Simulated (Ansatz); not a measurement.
Runs of Ansatz 0.2.0 on LuMnIn. Symmetry: P-6m2, No. 187, hexagonal system. The conventional cell has a = 4.737 Å, b = 4.737 Å, c = 3.401 Å, α = 90.00°, β = 90.00°, γ = 120.00°. Lu (site symmetry -6m2) has 6 In at 3.22 Å and 6 Mn at 3.22 Å and 2 Lu at 3.40 Å as nearest neighbours. Around In (site symmetry -6m2) lie 3 Mn at 2.73 Å. Mn (site symmetry -6m2) has 3 In at 2.73 Å as nearest neighbours. The cell comes from a database or a generator and needn't be the stable form of this composition.

```tsv
level	cutoff (eV)	gap on the mesh (eV)	pressure (GPa)	moment (μB)	relaxed volume (Å³/atom)
LDA	420	none	0.0	3.44	(b)
r2SCAN	500	none	0.0	3.73	22.11
BLYP	420	none	0.0	3.49	22.93
revPBE	420	none	0.0	3.55	(a)
PBEsol	420	none	0.0	3.47	20.85
RPBE	420	none	0.0	3.56	22.90
```

Alike in all rows: task relaxation of cell and atoms; potentials or basis Ansatz PAW; spin collinear, ferromagnetic start; cell relaxed; k mesh 7 × 7 × 8; smearing fermi-dirac 0.05 eV.

Problem. Estimate the missing entries.

Solution. (a) 22.66; (b) 19.90.

Caveats: the plane-wave basis is chosen anew once the cell has moved, so the energies of steps on either side of that aren't comparable; spin-orbit coupling is left out, which moves the levels of the heavy elements; the PAW data sets come from PBE, with cores solved anew for the run's functional, which leaves a small shift of forces and pressure; the magnetic or orbital state may not be the lowest (some runs).

A k mesh can miss the band edges, and the runs leave out spin-orbit coupling on In, Lu.

A gap of «none» marks a metal or a gap under the smearing width.

Runs at the PBE level aren't shown here.
